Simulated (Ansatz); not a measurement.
A nudged elastic band was laid between two geometries of a periodic cell of 39 atoms, Al$_{16}$NO$_{22}$ (host Al2O3, host structure R-3c, dopant N, one O atom removed), cell charge +1.

All numbers below come from DFT r2SCAN-D3(BJ), scalar-relativistic, plane waves, PAW in Ansatz 0.2.0. Settings: PAW set soft_1, cutoff 500 eV, k mesh 2x2x2, fermi-dirac smearing 0.02 eV, no spin polarisation.

* movable images: 5
* climbing image: yes
* spring: 5.0 eV/Å²
* optimiser: quadratic models (default)
* start path: IDPP
* force threshold: 0.05 eV/Å
* iteration limit: 47
* end points: relaxed

First end point:

```xyz
39
Lattice="-4.7406 -2.7370 4.3109 4.7406 -2.7370 4.3109 0.0000 5.4740 4.3109" Properties=species:S:1:pos:R:3
Al 0.202 -0.015 4.421
Al 0.059 0.079 1.813
Al 0.011 0.016 8.365
Al -0.061 0.023 11.003
O -0.941 1.352 7.485
O -0.732 -1.421 7.483
O 1.657 0.112 7.544
O 0.937 -1.351 5.388
O 0.722 1.449 5.376
Al 0.052 -2.724 8.894
Al 0.030 -2.718 6.224
Al 0.006 2.744 4.084
Al 0.000 2.762 6.736
O 3.826 1.361 7.556
O -0.711 1.227 3.298
O -3.051 0.128 7.577
N -3.643 -1.241 5.422
O 0.738 -1.213 9.689
O 3.117 -0.108 5.391
Al -2.358 1.358 8.935
Al -2.479 1.508 6.353
Al 2.443 -1.419 4.091
Al 2.398 -1.357 6.712
O 1.508 -0.097 3.221
O 1.649 2.618 7.548
O -0.700 -3.971 7.545
O -1.452 -0.009 9.712
O -1.578 -2.620 5.372
O 0.715 3.980 5.418
Al 2.369 1.357 8.861
Al 2.368 1.350 6.241
Al -2.460 -1.440 4.004
Al -2.413 -1.454 6.797
O 1.488 -2.704 7.521
O -3.174 2.606 7.568
O -0.763 -1.230 3.324
O -1.469 2.718 5.421
O 3.126 -2.629 5.385
O 0.728 1.268 9.692
```

Last end point:

```xyz
39
Lattice="-4.7406 -2.7370 4.3109 4.7406 -2.7370 4.3109 0.0000 5.4740 4.3109" Properties=species:S:1:pos:R:3
Al -0.087 -0.002 4.658
Al -0.078 -0.174 2.050
Al 0.022 0.073 8.401
Al -0.008 0.008 11.040
O -0.941 1.366 7.548
O -0.659 -1.413 7.525
O 1.659 0.113 7.537
O 0.948 -1.357 5.364
O 0.724 1.461 5.397
Al -0.054 -2.564 8.740
Al 0.014 -2.743 6.158
Al -0.013 2.728 4.070
Al 0.018 2.658 6.692
O 3.826 1.367 7.549
O -0.696 1.238 3.174
O -3.132 0.106 7.573
N -1.835 -0.192 5.359
O 0.693 -1.236 9.716
O 3.133 -0.097 5.361
Al -2.391 1.361 8.869
Al -2.397 1.339 6.200
Al 2.360 -1.347 4.047
Al 2.372 -1.361 6.698
O 1.458 0.055 3.147
O 1.660 2.627 7.545
O -0.689 -3.974 7.608
O -1.451 0.013 9.713
O -1.671 -2.671 5.410
O 0.712 3.996 5.395
Al 2.399 1.370 8.852
Al 2.392 1.373 6.233
Al -2.264 -1.365 3.986
Al -2.253 -1.318 6.779
O 1.426 -2.759 7.515
O -3.133 2.669 7.610
O -0.660 -1.346 3.251
O -1.455 2.730 5.392
O 3.136 -2.628 5.405
O 0.745 1.262 9.692
```

**Question.** What changes between the two ends?

**Answer.** The atom that moves furthest is N17, by 2.09 Å; four of its nearest neighbours are Al10 1.84, Al33 1.86, Al32 1.86, Al2 1.89 Å at the first end and Al21 1.84, Al32 1.86, Al33 1.86, Al1 1.89 Å at the last.

**Question.** What energy profile does the band end with?

**Answer.** It converged. The highest image is number 3 of 0 to 6, 1.03 eV above the ends, which have the same energy within 2 meV. By the program's own check the climbing image is a first-order saddle point (lowest curvatures found: -0.83 and 7.33 eV/Å²). Limits of this set-up: no spin, though dangling bonds at a vacancy may carry it, a small cell, in which the defect meets its images, a typed lattice constant that wasn't relaxed here, charged cell in a uniform background, uncorrected.

```
image  path coordinate (Å)  energy (eV)  Al2–N17 (Å)  Al10–N17 (Å)  Al1–N17 (Å)
    0                 0.00         0.00         1.89          1.84         3.75
    1                 0.36         0.37         2.18          1.84         3.88
    2                 0.72         0.89         2.59          1.85         3.70
    3                 1.08         1.03         3.00          1.91         3.42
    4                 1.58         1.02         3.48          2.17         2.92
    5                 2.07         0.62         3.84          2.64         2.35
    6                 2.57         0.00         3.75          3.12         1.89
```

**Question.** What is the geometry of the highest image?

**Answer.** 
```xyz
39
Lattice="-4.7406 -2.7370 4.3109 4.7406 -2.7370 4.3109 0.0000 5.4740 4.3109" Properties=species:S:1:pos:R:3
Al 0.206 0.015 4.469
Al -0.067 -0.114 1.983
Al 0.001 0.056 8.381
Al -0.031 0.043 11.012
O -0.972 1.299 7.466
O -0.681 -1.423 7.498
O 1.665 0.118 7.530
O 0.961 -1.324 5.348
O 0.721 1.444 5.409
Al 0.159 -2.643 8.852
Al 0.039 -2.707 6.181
Al -0.024 2.750 4.112
Al -0.012 2.663 6.723
O 3.831 1.367 7.562
O -0.681 1.213 3.243
O -3.098 0.106 7.725
N -3.028 -0.602 5.408
O 0.652 -1.101 9.692
O 3.178 -0.101 5.378
Al -2.384 1.368 8.921
Al -2.551 1.271 6.261
Al 2.469 -1.402 4.063
Al 2.398 -1.325 6.673
O 1.488 -0.045 3.181
O 1.653 2.627 7.548
O -0.627 -3.967 7.610
O -1.470 0.036 9.749
O -1.589 -2.666 5.383
O 0.686 3.996 5.439
Al 2.370 1.342 8.855
Al 2.409 1.372 6.243
Al -2.373 -1.409 3.935
Al -2.339 -1.405 6.850
O 1.492 -2.708 7.379
O -3.149 2.609 7.578
O -0.704 -1.265 3.299
O -1.487 2.665 5.404
O 3.157 -2.625 5.369
O 0.728 1.305 9.657
```

The run took 15 min on 4 threads of AMD EPYC 9R45 96-Core Processor (Zen 5), on a shared host, peak memory 5.3 GiB.
